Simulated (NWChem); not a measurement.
**CH4F2OSi (SMILES C[Si](O)(F)F) at 5 levels**

Aim: a comparison of 5 runs (HF/cc-pVDZ, PBE/cc-pVDZ, SVWN5/cc-pVDZ, MP2/cc-pVDZ, CCSD(T)/cc-pVDZ) of CH4F2OSi. 

Program for the calculation: NWChem 7.3.0.

### 1 The structure to begin with

The species is CH4F2OSi (9 atoms), meant as a singlet with charge 0. SMILES: `C[Si](O)(F)F`. The coordinates come from a PBE0-D4/def2-TZVP relaxation. This is one conformer, not always the lowest.

Bond lengths: C1–Si2 1.831 Å, Si2–O3 1.621 Å, Si2–F4 1.590 Å, Si2–F5 1.590 Å, C1–H6 1.092 Å, C1–H7 1.092 Å, C1–H8 1.092 Å, O3–H9 0.958 Å. Some angles: C1–Si2–O3 109.9°, C1–Si2–F4 111.2°, C1–Si2–F5 111.2°, O3–Si2–F4 110.0°, O3–Si2–F5 110.0°, F4–Si2–F5 104.6°, Si2–C1–H6 110.5°, Si2–C1–H7 110.5°, Si2–C1–H8 110.6°, Si2–O3–H9 119.7°.

### 2 Energy and forces at HF/cc-pVDZ (run 1)

run.py

```python
from ase import Atoms
from ase.calculators.nwchem import NWChem

system = Atoms(['C', 'Si', 'O', 'F', 'F', 'H', 'H', 'H', 'H'], positions=[
    [-1.189400, 0.338900, -0.162200],
    [0.580100, -0.130700, -0.192500],
    [1.083400, -0.479900, 1.308000],
    [0.827400, -1.374000, -1.151900],
    [1.471900, 1.032700, -0.807900],
    [-1.795500, -0.480100, 0.229600],
    [-1.342100, 1.213300, 0.473300],
    [-1.540100, 0.577500, -1.168100],
    [1.992700, -0.743900, 1.454700],
])

calc = NWChem(
    label='run',
    theory='scf',
    memory='2200 mb',
    basis='cc-pVDZ',
    basispar='spherical bse',
    scf={'nopen': '0', 'rhf': None, 'thresh': '1e-08', 'maxiter': '80'},
)
system.calc = calc

forces = system.get_forces()
e = system.get_potential_energy()
print(f"E = {e:.6f} eV")
print("forces (eV/A):")
for s, f in zip(system.symbols, forces):
    print(f"{s:2s} {f[0]:10.5f} {f[1]:10.5f} {f[2]:10.5f}")
print("dipole (e A):", system.get_dipole_moment().round(4))
```

Started as:

```bash
$ export ASE_NWCHEM_COMMAND="nwchem PREFIX.nwi > PREFIX.nwo"
$ python run.py
```

The program printed:

```text
E = -16410.369996 eV
forces (eV/A):
C    -0.31856    0.09364   -0.05152
Si   -1.06685    0.19520    0.64658
O     1.00936   -0.37636    0.74459
F     0.25649   -0.99522   -0.76902
F     0.76429    0.90169   -0.49720
H     0.00956   -0.01229    0.00375
H     0.01491    0.00278    0.00463
H    -0.01142    0.00447   -0.00879
H    -0.65789    0.18615   -0.07302
dipole (e A): [-0.1168 -0.0023  0.2358]
```

The calculator wrote run.nwi:

```
title "run"

permanent_dir run

scratch_dir run

start run

geometry units angstrom nocenter noautosym noautoz
  C  -1.1894000000000000e+00 3.3889999999999998e-01 -1.6220000000000001e-01
  Si 5.8009999999999995e-01 -1.3070000000000001e-01 -1.9250000000000000e-01
  O  1.0833999999999999e+00 -4.7989999999999999e-01 1.3080000000000001e+00
  F  8.2740000000000002e-01 -1.3740000000000001e+00 -1.1518999999999999e+00
  F  1.4719000000000000e+00 1.0327000000000000e+00 -8.0789999999999995e-01
  H  -1.7955000000000001e+00 -4.8010000000000003e-01 2.2960000000000000e-01
  H  -1.3421000000000001e+00 1.2133000000000000e+00 4.7330000000000000e-01
  H  -1.5401000000000000e+00 5.7750000000000001e-01 -1.1680999999999999e+00
  H  1.9926999999999999e+00 -7.4390000000000001e-01 1.4547000000000001e+00
end

memory 2200 mb

basis spherical bse noprint
   * library cc-pVDZ
end

scf
  nopen 0
  rhf
  thresh 1e-08
  maxiter 80
end

task scf gradient
```

run.nwo:

```text
Northwest Computational Chemistry Package (NWChem) 7.3.0
             --------------------------------------------------------

           Job information
           ---------------

    nwchem branch   = 7.3.0
    use scalapack   = T
    input           = run.nwi
    prefix          = run.
    data base       = run/run.db
    status          = startup
    nproc           =        1

           Memory information
           ------------------

[... 5 lines left out ...]
    hardfail = no
[... 138 lines left out ...]
         Quadratically convergent ROHF
[... 14 lines left out ...]
       Final RHF  results
[... 4 lines left out ...]
      Two-electron energy =    495.151134934641
[... 44 lines left out ...]
                       ROHF Final Molecular Orbital Analysis
[... 241 lines left out ...]
                 ----------------------------------------
                 |  Time  |  1-e(secs)   |  2-e(secs)   |
                 ----------------------------------------
                 |  CPU   |       0.03   |      38.50   |
                 ----------------------------------------
                 |  WALL  |       0.03   |      38.50   |
                 ----------------------------------------

 Task  times  cpu:      141.5s     wall:      141.5s
 Total times  cpu:      141.5s     wall:      141.5s
```

It took 2.4 min on 1 thread of Intel Xeon Platinum 8259CL at 2.50GHz (Skylake/Cascade Lake), shared host; peak memory 0.1 GiB.

### 3 Energy and gradient at PBE/cc-pVDZ (run 2)

struct.nw

```
start struct
title "CH4F2OSi gradient"
memory stack 880 mb heap 220 mb global 1100 mb

geometry units angstrom noautosym nocenter noautoz
  C       -1.189400       0.338900      -0.162200
  Si       0.580100      -0.130700      -0.192500
  O        1.083400      -0.479900       1.308000
  F        0.827400      -1.374000      -1.151900
  F        1.471900       1.032700      -0.807900
  H       -1.795500      -0.480100       0.229600
  H       -1.342100       1.213300       0.473300
  H       -1.540100       0.577500      -1.168100
  H        1.992700      -0.743900       1.454700
end

basis spherical bse
  * library cc-pVDZ
end

dft
  xc xpbe96 cpbe96
  mult 1
  grid fine
  convergence energy 1e-08
  iterations 100
  mulliken
  print medium
end

task dft gradient
```

Started as:

```bash
$ nwchem struct.nw > struct.out
```

The program printed:

```text
[...]
          Wavefunction type:  closed shell.
          No. of atoms     :     9
          No. of electrons :    50
[...]
          Charge           :     0
          Spin multiplicity:     1
[...]
          AO basis - number of functions:    94
[...]
              XC Information
              --------------
          PerdewBurkeErnzerhof Exchange Functional  1.000
            Perdew 1991 LDA Correlation Functional  1.000 local
           PerdewBurkeErnz. Correlation Functional  1.000 non-local
[...]
 d= 0,ls=0.0,diis     1   -604.4998827742 -8.68D+02  1.59D-02  1.15D+00    10.8
[...]
 d= 0,ls=0.0,diis    10   -604.6156164309 -5.48D-09  5.24D-07  5.70D-09    77.1
         Total DFT energy =     -604.615616430932
      One electron energy =    -1362.180244245660
           Coulomb energy =      551.153422148570
    Exchange-Corr. energy =      -57.077969971672
 Nuclear repulsion energy =      263.489175637830
[...]
      Total Density - Mulliken Population Analysis
     ---------------------------------------------
    Atom       Charge   Shell Charges
 -----------   ------   -------------------------------------------------------
    1 C    6     6.21   2.02  0.65  0.45  2.15  0.94  0.02
    2 Si  14    13.37   2.00  2.03  0.74  0.06  6.02  1.32  0.47  0.74
    3 O    8     8.27   2.01  0.83  0.83  2.90  1.70  0.01
    4 F    9     9.25   2.01  0.89  1.00  3.34  2.01  0.00
    5 F    9     9.25   2.01  0.89  1.00  3.34  2.01  0.00
    6 H    1     0.94   0.73  0.17  0.03
    7 H    1     0.94   0.73  0.17  0.03
    8 H    1     0.94   0.73  0.17  0.03
    9 H    1     0.83   0.68  0.07  0.08
[...]
  wavefunction    = closed shell
[...]
```

Run time: 1.8 min. Hardware: 1 thread of Intel Xeon Platinum 8259CL at 2.50GHz (Skylake/Cascade Lake), shared host; peak memory 0.13 GiB.

### 4 Energy and gradient at SVWN5/cc-pVDZ (run 3)

ch4f2osi.nw

```
start ch4f2osi
title "CH4F2OSi gradient"
memory stack 880 mb heap 220 mb global 1100 mb
geometry units angstroms noautosym nocenter noautoz
 C    -1.189400    0.338900   -0.162200
 Si    0.580100   -0.130700   -0.192500
 O     1.083400   -0.479900    1.308000
 F     0.827400   -1.374000   -1.151900
 F     1.471900    1.032700   -0.807900
 H    -1.795500   -0.480100    0.229600
 H    -1.342100    1.213300    0.473300
 H    -1.540100    0.577500   -1.168100
 H     1.992700   -0.743900    1.454700
end
basis spherical bse
 C library cc-pVDZ
 Si library cc-pVDZ
 O library cc-pVDZ
 F library cc-pVDZ
 H library cc-pVDZ
end
dft
 xc slater vwn_5
 grid fine
 convergence energy 1e-08
 maxiter 100
 mulliken
end
task dft gradient
```

Started as:

```bash
$ nwchem ch4f2osi.nw > ch4f2osi.out
```

The program printed:

```text
[...]
          Wavefunction type:  closed shell.
          No. of atoms     :     9
          No. of electrons :    50
[...]
          Charge           :     0
          Spin multiplicity:     1
[...]
          AO basis - number of functions:    94
[...]
              XC Information
              --------------
                        Slater Exchange Functional  1.000 local
                      VWN V Correlation Functional  1.000 local
[...]
 d= 0,ls=0.0,diis     1   -601.6252859672 -8.65D+02  1.69D-02  1.60D+00    10.1
[...]
 d= 0,ls=0.0,diis    11   -601.7545974191 -1.18D-09  1.04D-07  2.74D-10    69.6
         Total DFT energy =     -601.754597419110
      One electron energy =    -1362.020556776309
           Coulomb energy =      550.928004056940
    Exchange-Corr. energy =      -54.151220337572
 Nuclear repulsion energy =      263.489175637830
[...]
  wavefunction    = closed shell
                         DFT ENERGY GRADIENTS
    atom               coordinates                        gradient
                 x          y          z           x          y          z
   1 C      -2.247640   0.640428  -0.306514   -0.010213   0.002725  -0.000085
   2 Si      1.096230  -0.246987  -0.363772    0.029093  -0.005829  -0.013989
   3 O       2.047329  -0.906880   2.471762    0.011084  -0.000459  -0.017496
   4 F       1.563559  -2.596484  -2.176775   -0.005393   0.025767   0.020290
   5 F       2.781488   1.951520  -1.526710   -0.018732  -0.024063   0.013155
   6 H      -3.393003  -0.907257   0.433881    0.006242   0.009313  -0.004385
   7 H      -2.536201   2.292805   0.894407    0.001152  -0.009609  -0.007085
   8 H      -2.910367   1.091317  -2.207389    0.003241  -0.002481   0.011198
   9 H       3.765657  -1.405767   2.748984   -0.016474   0.004635  -0.001602
[...]
```

It took 1.7 min on 1 thread of Intel Xeon Platinum 8259CL at 2.50GHz (Skylake/Cascade Lake), shared host; peak memory 0.12 GiB.

Run 4 isn't shown in full; the table further down has it.

### 5 A single-point energy at CCSD(T)/cc-pVDZ (run 5)

ch4f2osi.nw

```
start ch4f2osi
memory total 2200 mb

geometry units angstrom noautosym nocenter noautoz
 C     -1.189400     0.338900    -0.162200
 Si     0.580100    -0.130700    -0.192500
 O      1.083400    -0.479900     1.308000
 F      0.827400    -1.374000    -1.151900
 F      1.471900     1.032700    -0.807900
 H     -1.795500    -0.480100     0.229600
 H     -1.342100     1.213300     0.473300
 H     -1.540100     0.577500    -1.168100
 H      1.992700    -0.743900     1.454700
end

basis spherical bse
 * library cc-pVDZ
end

scf
 thresh 1e-08
 maxiter 80
 print medium
end

ccsd
 freeze core 9
 maxiter 60
end

task ccsd(t) energy
```

Started as:

```bash
$ nwchem ch4f2osi.nw > ch4f2osi.out
```

The program printed:

```text
[...]
  functions       =    94
[...]
  wavefunction    = RHF
[...]
         Total SCF energy =   -603.069978914329
      One-electron energy =  -1361.710289486810
      Two-electron energy =    495.151134934650
 Nuclear repulsion energy =    263.489175637830
        Time for solution =     94.4s
[...]
 Total MP2 energy:           -603.865460566284128
[...]
             energy      energy      error      ampl     ampl      Block
                                                time     time      time
[...]
 Total CCSD energy:           -603.893526323337255
[...]
 Total CCSD+T(CCSD) energy:           -603.910436950630697
[...]
 Total CCSD(T) energy:                -603.909132053184294
[...]
```

Run time: 11 min. Hardware: 1 thread of Intel Xeon Platinum 8259CL at 2.50GHz (Skylake/Cascade Lake), shared host; peak memory 0.31 GiB.

### 6 Overview of the runs

| run | level | iteration cap | module | energy (Eh) | dipole moment (D) | HOMO energy (eV) | LUMO energy (eV) | wall time |
| --- | --- | --- | --- | --- | --- | --- | --- | --- |
| 1 | HF/cc-pVDZ | 80 | scf | -603.069979 | 1.26 | -13.70 | 4.51 | 2.4 min |
| 2 | PBE/cc-pVDZ | 100 | dft | -604.615616 | 1.12 | -7.78 | 0.38 | 1.8 min |
| 3 | SVWN5/cc-pVDZ | 100 | dft | -601.754597 | 1.16 | -7.95 | 0.25 | 1.7 min |
| 4 | MP2/cc-pVDZ | 80 | mp2 | -603.865461 | 1.12 | -13.70 | 4.51 | 4.3 min |
| 5 | CCSD(T)/cc-pVDZ | 80 | ccsd(t) | -603.909132 | – | -13.70 | 4.51 | 11 min |

### 7 Results

```
                                          quantity          value
                               run 5: total energy  -603.90913 Eh
        run 5: HOMO energy (Hartree–Fock orbitals)      -13.70 eV
        run 5: LUMO energy (Hartree–Fock orbitals)        4.51 eV
      run 5: HOMO–LUMO gap (Hartree–Fock orbitals)       18.21 eV
run 5: correlation energy (9 core orbitals frozen)     -839.2 mEh
                             run 5: (T) correction     -15.61 mEh
```

What this shows: Below the HF energy at the same shape and in the same basis (cc-pVDZ): MP2 -795.5 mEh; CCSD(T) -839.2 mEh. Over runs 1, 2, 3, 4 the dipole moment (its size) runs from 1.12 D (MP2/cc-pVDZ) to 1.26 D (HF/cc-pVDZ). Over runs 1, 2, 3 the HOMO–LUMO gap runs from 8.16 eV (PBE/cc-pVDZ) to 18.21 eV (HF/cc-pVDZ). Exact exchange widens orbital gaps. Totals of different functionals can't be ranked against each other. All runs together took 21 min, the longest 11 min.
